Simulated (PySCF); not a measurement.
**[Re3]−: other spin states and a change of charge**

Aim: at the relaxed geometry of [Re3]−, try other spin states and a change of charge. It is a constructed species; whether it can be made isn't addressed.

The runs use PySCF 2.14.0; TPSS, Re def2-SVP with ECP60; scalar-relativistic core potentials, no spin–orbit coupling.

3 further runs of the same task are left out: 2 for a known fault of the program, 1 that didn't finish.

### 1 The system as given

3 atoms, charge -1, spin multiplicity 3.

Bond lengths: Re1–Re2 2.227 Å, Re2–Re3 2.227 Å. Angles: Re1–Re2–Re3 68.6°.

Coordinates:

| atom | x (Å) | y (Å) | z (Å) |
| --- | --- | --- | --- |
| Re1 | -0.0289 | 0.6124 | 1.2556 |
| Re2 | 0.0578 | -1.2248 | 0.0000 |
| Re3 | -0.0289 | 0.6124 | -1.2556 |

An earlier session relaxed this geometry at TPSS, Re def2-SVP with ECP60 (triplet, point group C2v).

Its energy there is -234.764378 Eh.

### 2 Multiplicity 1 at the relaxed geometry

run.py (the lines that set the calculation)

```python
mol = gto.M(atom='''
Re    -0.02888     0.61239     1.25563
Re     0.05776    -1.22479     0.00000
Re    -0.02888     0.61239    -1.25563''',
    basis={'Re': 'def2-SVP'},
    ecp={'Re': 'def2-SVP'},
    charge=-1, spin=0)
mf = dft.RKS(mol, xc='TPSS')
mf.grids.atom_grid = (50, 194)
mf = mf.density_fit()  # fitting sets: Re def2-universal-JKFIT
mf.conv_tol = 1e-08; mf.max_cycle = 55
mf.kernel(dm0)  # dm0: free metal ions and neutral atoms
```

Started as:

```sh
> OMP_NUM_THREADS=2 python run.py
```

What it wrote:

```text
init E= -235.492319844954
  HOMO = 0.0966603099121586  LUMO = 0.106098115921792  gap/eV = 0.25682
cycle= 1 E= -234.448310389994  delta_E= 1.04  |g|= 0.957  |ddm|= 4.19
cycle= 2 E= -232.763844414691  delta_E= 1.68  |g|= 2.48  |ddm|= 5.62
  HOMO = -0.0711637950361252  LUMO = -0.0342271068821538  gap/eV = 1.00510
cycle= 3 E= -230.26875295287  delta_E=  2.5  |g|= 4.11  |ddm|= 5.08
  HOMO = 0.0050362057123432  LUMO = 0.0216024316915226  gap/eV = 0.45079
cycle= 4 E= -234.727536682104  delta_E= -4.46  |g|= 0.323  |ddm|= 4.67
  HOMO = 0.0283342461519132  LUMO = 0.0399167858661076  gap/eV = 0.31518
cycle= 5 E= -234.73991709293  delta_E= -0.0124  |g|= 0.26  |ddm|= 1.15
  HOMO = 0.0279755581541408  LUMO = 0.0391098155719654  gap/eV = 0.30298
cycle= 6 E= -234.753319713349  delta_E= -0.0134  |g|= 0.08  |ddm|= 0.553
  HOMO = 0.0273104190717053  LUMO = 0.0388158738228466  gap/eV = 0.31308
cycle= 7 E= -234.753621259708  delta_E= -0.000302  |g|= 0.0787  |ddm|= 0.181
  HOMO = 0.0260218463453468  LUMO = 0.0377030048578795  gap/eV = 0.31786
cycle= 8 E= -234.753743313369  delta_E= -0.000122  |g|= 0.077  |ddm|= 0.0856
  HOMO = 0.027837615302865  LUMO = 0.0393313298458859  gap/eV = 0.31276
cycle= 9 E= -234.75395028191  delta_E= -0.000207  |g|= 0.0585  |ddm|= 0.179
  HOMO = 0.0268501366677336  LUMO = 0.0385958852554187  gap/eV = 0.31962
cycle= 10 E= -234.754839262961  delta_E= -0.000889  |g|= 0.0199  |ddm|= 0.204
  HOMO = 0.0263100450420639  LUMO = 0.0380901631778716  gap/eV = 0.32055
cycle= 11 E= -234.754868244926  delta_E= -2.9e-05  |g|= 0.0183  |ddm|= 0.0553
  HOMO = 0.0262048979981651  LUMO = 0.0380209065281121  gap/eV = 0.32153
cycle= 12 E= -234.754751396028  delta_E= 0.000117  |g|= 0.0295  |ddm|= 0.0402
  HOMO = 0.026389474957683  LUMO = 0.0382197158245239  gap/eV = 0.32192
cycle= 13 E= -234.754937923197  delta_E= -0.000187  |g|= 0.00402  |ddm|= 0.0351
  HOMO = 0.0264202871409278  LUMO = 0.038249150138336  gap/eV = 0.32188
cycle= 14 E= -234.754942966095  delta_E= -5.04e-06  |g|= 0.00133  |ddm|= 0.0134
  HOMO = 0.0264079538898581  LUMO = 0.0382284652867009  gap/eV = 0.32165
cycle= 15 E= -234.754943469028  delta_E= -5.03e-07  |g|= 0.000162  |ddm|= 0.00314
  HOMO = 0.0264137549478365  LUMO = 0.0382357015664412  gap/eV = 0.32169
cycle= 16 E= -234.754943476267  delta_E= -7.24e-09  |g|= 3.47e-05  |ddm|= 0.000556
  HOMO = 0.0264036195775841  LUMO = 0.0382251368896189  gap/eV = 0.32168
Extra cycle  E= -234.754943462316  delta_E= 1.4e-08  |g|= 0.000236  |ddm|= 0.000749
converged SCF energy = -234.754943462316
```

It took 4.4 s on 2 threads of AMD EPYC 7R43 (Zen 3), shared host.

It gives: E = -234.754943 Eh (+0.257 eV from the relaxed state), HOMO 0.72 eV, LUMO 1.04 eV, Mulliken charge on Re1 -0.37 e. The gap is small, and the closed shell wasn't tested for a lower spin-broken solution. The highest filled level lies above zero; it isn't the detachment energy.

### 3 Multiplicity 5 at the relaxed geometry

run.py (the lines that set the calculation): that of step 2 with these lines changed.

```diff
@@ -6,4 +6,4 @@
     ecp={'Re': 'def2-SVP'},
-    charge=-1, spin=0)
-mf = dft.RKS(mol, xc='TPSS')
+    charge=-1, spin=4)
+mf = dft.UKS(mol, xc='TPSS')
 mf.grids.atom_grid = (50, 194)
```

Started as:

```sh
> OMP_NUM_THREADS=2 python run.py
```

What it wrote:

```text
init E= -235.266527223571
cycle= 1 E= -234.394112169766  delta_E= 0.872  |g|= 0.679  |ddm|= 2.93
  HOMO = -0.200104951037  LUMO = -0.194507164679  gap/eV = 0.15232
cycle= 2 E= -233.252077365136  delta_E= 1.14  |g|= 1.51  |ddm|= 3.65
cycle= 3 E= -232.486894781839  delta_E= 0.765  |g|=  2.2  |ddm|= 3.47
  HOMO = 0.0159962022743  LUMO = 0.0185195467343  gap/eV = 0.06866
cycle= 4 E= -234.609935382914  delta_E= -2.12  |g|= 0.572  |ddm|= 2.42
cycle= 5 E= -234.737382817303  delta_E= -0.127  |g|= 0.152  |ddm|= 0.633
cycle= 6 E= -234.748220677484  delta_E= -0.0108  |g|= 0.0915  |ddm|= 0.518
  HOMO = 0.0379554630873  LUMO = 0.0392497487028  gap/eV = 0.03522
cycle= 7 E= -234.751555555087  delta_E= -0.00333  |g|= 0.0316  |ddm|= 0.213
  HOMO = 0.037787482308  LUMO = 0.0397461660634  gap/eV = 0.05330
cycle= 8 E= -234.752038620309  delta_E= -0.000483  |g|= 0.00668  |ddm|= 0.0511
  HOMO = 0.0383414347121  LUMO = 0.0402619424691  gap/eV = 0.05226
cycle= 9 E= -234.752070131141  delta_E= -3.15e-05  |g|= 0.0033  |ddm|= 0.0342
  HOMO = 0.0383127157956  LUMO = 0.0402915925108  gap/eV = 0.05385
cycle= 10 E= -234.752076432413  delta_E= -6.3e-06  |g|= 0.00122  |ddm|= 0.0079
  HOMO = 0.0382413882322  LUMO = 0.0402352897875  gap/eV = 0.05426
cycle= 11 E= -234.752077558239  delta_E= -1.13e-06  |g|= 0.00106  |ddm|= 0.00634
  HOMO = 0.0382203059301  LUMO = 0.0402224976555  gap/eV = 0.05448
cycle= 12 E= -234.752077805261  delta_E= -2.47e-07  |g|= 0.000933  |ddm|= 0.00199
  HOMO = 0.0382039653911  LUMO = 0.0402132744259  gap/eV = 0.05468
cycle= 13 E= -234.752077239357  delta_E= 5.66e-07  |g|= 0.00148  |ddm|= 0.00202
  HOMO = 0.0381647903755  LUMO = 0.040191850821  gap/eV = 0.05516
cycle= 14 E= -234.7520783061  delta_E= -1.07e-06  |g|= 0.000379  |ddm|= 0.00248
  HOMO = 0.0381515538031  LUMO = 0.0401849958579  gap/eV = 0.05533
cycle= 15 E= -234.752078377351  delta_E= -7.13e-08  |g|= 0.000153  |ddm|= 0.000936
  HOMO = 0.0381565079351  LUMO = 0.0401905311075  gap/eV = 0.05535
cycle= 16 E= -234.75207839868  delta_E= -2.13e-08  |g|= 3.89e-05  |ddm|= 0.000646
  HOMO = 0.0381540203224  LUMO = 0.0401895437917  gap/eV = 0.05539
cycle= 17 E= -234.752078405744  delta_E= -7.06e-09  |g|= 1.81e-05  |ddm|= 0.000494
  HOMO = 0.0381560791704  LUMO = 0.0401910858816  gap/eV = 0.05538
Extra cycle  E= -234.752078407695  delta_E= -1.95e-09  |g|= 3.91e-05  |ddm|= 0.000257
converged SCF energy = -234.752078407695  <S^2> = 6.0515173  2S+1 = 5.0205646
```

It took 5.2 s on 2 threads of AMD EPYC 7R43 (Zen 3), shared host.

Result: E = -234.752078 Eh (+0.335 eV from the relaxed state), HOMO 1.04 eV, LUMO 1.09 eV (over both spins), ⟨S²⟩ = 6.052, Mulliken charge on Re1 -0.38 e. The highest filled level lies above zero; it isn't the detachment energy.

### 4 One electron removed, multiplicity 2

run.py (the lines that set the calculation): that of step 3 with these lines changed.

```diff
@@ -6,3 +6,3 @@
     ecp={'Re': 'def2-SVP'},
-    charge=-1, spin=4)
+    charge=0, spin=1)
 mf = dft.UKS(mol, xc='TPSS')
@@ -11,2 +11,2 @@
 mf.conv_tol = 1e-08; mf.max_cycle = 55
-mf.kernel(dm0)  # dm0: free metal ions and neutral atoms
+mf.kernel(dm0)  # dm0: the density of the relaxed state
```

Started as:

```sh
> OMP_NUM_THREADS=2 python run.py
```

What it wrote:

```text
init E= -234.764376714669
  HOMO = 0.0175687167118  LUMO = 0.0489322949578  gap/eV = 0.85345
cycle= 1 E= -234.641127265773  delta_E= 0.123  |g|= 0.266  |ddm|= 0.877
  HOMO = -0.255945288726  LUMO = -0.252888369726  gap/eV = 0.08318
cycle= 2 E= -232.000036546308  delta_E= 2.64  |g|= 2.33  |ddm|= 3.22
  HOMO = -0.208676021384  LUMO = -0.193014722415  gap/eV = 0.42617
cycle= 3 E= -234.474442640203  delta_E= -2.47  |g|= 0.656  |ddm|= 2.78
  HOMO = -0.166147491634  LUMO = -0.155351573588  gap/eV = 0.29377
cycle= 4 E= -234.685520089585  delta_E= -0.211  |g|= 0.151  |ddm|= 1.24
  HOMO = -0.141745811302  LUMO = -0.130719832997  gap/eV = 0.30003
cycle= 5 E= -234.702307161673  delta_E= -0.0168  |g|= 0.0171  |ddm|= 0.58
  HOMO = -0.141487490466  LUMO = -0.130411542955  gap/eV = 0.30139
cycle= 6 E= -234.702355058106  delta_E= -4.79e-05  |g|= 0.021  |ddm|= 0.0998
  HOMO = -0.141370867906  LUMO = -0.130307311945  gap/eV = 0.30105
cycle= 7 E= -234.701353924663  delta_E= 0.001  |g|= 0.0522  |ddm|= 0.0822
  HOMO = -0.141093990908  LUMO = -0.130055439473  gap/eV = 0.30037
cycle= 8 E= -234.702566732641  delta_E= -0.00121  |g|= 0.00422  |ddm|= 0.065
  HOMO = -0.14063263095  LUMO = -0.129895189501  gap/eV = 0.29218
cycle= 9 E= -234.702585000499  delta_E= -1.83e-05  |g|= 0.0012  |ddm|= 0.0192
  HOMO = -0.140541280372  LUMO = -0.129904692067  gap/eV = 0.28944
cycle= 10 E= -234.702592287507  delta_E= -7.29e-06  |g|= 0.000776  |ddm|= 0.0173
  HOMO = -0.140508882281  LUMO = -0.129913914765  gap/eV = 0.28830
cycle= 11 E= -234.702595867575  delta_E= -3.58e-06  |g|= 0.000676  |ddm|= 0.0142
  HOMO = -0.140449299886  LUMO = -0.129875164735  gap/eV = 0.28774
cycle= 12 E= -234.702597255229  delta_E= -1.39e-06  |g|= 0.000513  |ddm|= 0.00811
  HOMO = -0.140410711406  LUMO = -0.129859133943  gap/eV = 0.28712
cycle= 13 E= -234.70259834352  delta_E= -1.09e-06  |g|= 0.000248  |ddm|= 0.0101
  HOMO = -0.140407175694  LUMO = -0.12985514397  gap/eV = 0.28714
cycle= 14 E= -234.702598678919  delta_E= -3.35e-07  |g|= 6.91e-05  |ddm|= 0.00775
  HOMO = -0.14041344428  LUMO = -0.129862812355  gap/eV = 0.28710
cycle= 15 E= -234.702598700487  delta_E= -2.16e-08  |g|= 7.1e-05  |ddm|= 0.00128
  HOMO = -0.140407569514  LUMO = -0.129855856369  gap/eV = 0.28713
cycle= 16 E= -234.702598714402  delta_E= -1.39e-08  |g|= 5.21e-05  |ddm|= 0.0012
  HOMO = -0.140408951667  LUMO = -0.129858583312  gap/eV = 0.28709
cycle= 17 E= -234.702598723599  delta_E= -9.2e-09  |g|= 2.8e-05  |ddm|= 0.00059
  HOMO = -0.140406241849  LUMO = -0.129854771219  gap/eV = 0.28712
Extra cycle  E= -234.70259873627  delta_E= -1.27e-08  |g|= 6.42e-05  |ddm|= 0.000794
converged SCF energy = -234.70259873627  <S^2> = 0.93965049  2S+1 = 2.181422
```

Wall time 5.4 s (2 threads of AMD EPYC 7R43 (Zen 3), shared host).

It gives: E = -234.702599 Eh (+1.681 eV from the relaxed state), HOMO -3.82 eV, LUMO -3.82 eV (over both spins), ⟨S²⟩ = 0.940, Mulliken charge on Re1 -0.02 e. An empty level of one spin lies below a filled level of the other.

### 5 One electron removed, multiplicity 4

run.py (the lines that set the calculation): that of step 4 with these lines changed.

```diff
@@ -6,3 +6,3 @@
     ecp={'Re': 'def2-SVP'},
-    charge=0, spin=1)
+    charge=0, spin=3)
 mf = dft.UKS(mol, xc='TPSS')
```

Started as:

```sh
> OMP_NUM_THREADS=2 python run.py
```

What it wrote:

```text
init E= -234.764376714669
cycle= 1 E= -234.689544671166  delta_E= 0.0748  |g|= 0.126  |ddm|= 1.17
  HOMO = -0.19220622162  LUMO = -0.181482452171  gap/eV = 0.29181
cycle= 2 E= -234.626529878993  delta_E= 0.063  |g|= 0.377  |ddm|= 1.41
  HOMO = -0.158961099298  LUMO = -0.145252914392  gap/eV = 0.37302
cycle= 3 E= -234.706885232811  delta_E= -0.0804  |g|= 0.084  |ddm|= 0.85
  HOMO = -0.146680518424  LUMO = -0.129665505589  gap/eV = 0.46300
cycle= 4 E= -234.706078821238  delta_E= 0.000806  |g|= 0.123  |ddm|= 0.217
  HOMO = -0.144682272816  LUMO = -0.128466207916  gap/eV = 0.44126
cycle= 5 E= -234.711749365371  delta_E= -0.00567  |g|= 0.0377  |ddm|= 0.118
  HOMO = -0.141559295574  LUMO = -0.124778708866  gap/eV = 0.45662
cycle= 6 E= -234.712403572236  delta_E= -0.000654  |g|= 0.00788  |ddm|= 0.0622
  HOMO = -0.141413730081  LUMO = -0.124254608753  gap/eV = 0.46692
cycle= 7 E= -234.71173726438  delta_E= 0.000666  |g|= 0.0386  |ddm|= 0.057
  HOMO = -0.141279205056  LUMO = -0.123852692515  gap/eV = 0.47420
cycle= 8 E= -234.71245567598  delta_E= -0.000718  |g|= 0.00334  |ddm|= 0.0506
  HOMO = -0.140826948109  LUMO = -0.12332522595  gap/eV = 0.47625
cycle= 9 E= -234.712467763228  delta_E= -1.21e-05  |g|= 0.00128  |ddm|= 0.0177
  HOMO = -0.14082406471  LUMO = -0.123199227093  gap/eV = 0.47960
cycle= 10 E= -234.712470632655  delta_E= -2.87e-06  |g|= 0.000434  |ddm|= 0.0101
  HOMO = -0.140807643408  LUMO = -0.123179134165  gap/eV = 0.47970
cycle= 11 E= -234.712471417221  delta_E= -7.85e-07  |g|= 0.000234  |ddm|= 0.00549
  HOMO = -0.140790181606  LUMO = -0.123168075082  gap/eV = 0.47952
cycle= 12 E= -234.712471676069  delta_E= -2.59e-07  |g|= 0.000152  |ddm|= 0.00259
  HOMO = -0.140788866476  LUMO = -0.123179912712  gap/eV = 0.47916
cycle= 13 E= -234.712471805775  delta_E= -1.3e-07  |g|= 0.000115  |ddm|= 0.00215
  HOMO = -0.140782731351  LUMO = -0.123175456728  gap/eV = 0.47912
cycle= 14 E= -234.712471830744  delta_E= -2.5e-08  |g|= 6.68e-05  |ddm|= 0.000706
  HOMO = -0.140782282275  LUMO = -0.123179735614  gap/eV = 0.47899
cycle= 15 E= -234.712471845263  delta_E= -1.45e-08  |g|= 5.18e-05  |ddm|= 0.00082
  HOMO = -0.140778954301  LUMO = -0.123175817981  gap/eV = 0.47901
cycle= 16 E= -234.712471846745  delta_E= -1.48e-09  |g|= 2.15e-05  |ddm|= 0.000154
  HOMO = -0.140782034427  LUMO = -0.123178478478  gap/eV = 0.47902
Extra cycle  E= -234.712471839005  delta_E= 7.74e-09  |g|= 0.000138  |ddm|= 0.000194
converged SCF energy = -234.712471839005  <S^2> = 3.8477514  2S+1 = 4.0485807
```

Run time: 5 s. Hardware: 2 threads of AMD EPYC 7R43 (Zen 3), shared host.

Read off: E = -234.712472 Eh (+1.412 eV from the relaxed state), HOMO -3.83 eV, LUMO -3.35 eV (over both spins), ⟨S²⟩ = 3.848, Mulliken charge on Re1 -0.05 e. 

### 6 Results

| state | energy from the relaxed state (eV) | ⟨S²⟩ | time |
| --- | --- | --- | --- |
| charge -1, triplet, vacuum (relaxed) | 0 | 2.23 |  |
| charge -1, singlet, vacuum | 0.26 | 0.00 | 4.4 s |
| charge -1, quintet, vacuum | 0.33 | 6.05 | 5.2 s |
| charge 0, quartet, vacuum | 1.41 | 3.85 | 5 s |
| charge 0, doublet, vacuum | 1.68 | 0.94 | 5.4 s |

An electron taken off or put on is at rest in vacuum. 

Removing an electron vertically costs 1.41 eV (quartet), against −HOMO = -0.48 eV. The singlet lies 0.26 eV above at this geometry. These are double-zeta-type bases without diffuse functions. Spin–orbit coupling is left out for this open shell, where it can reorder the states. Open shells may have lower solutions than the one found.
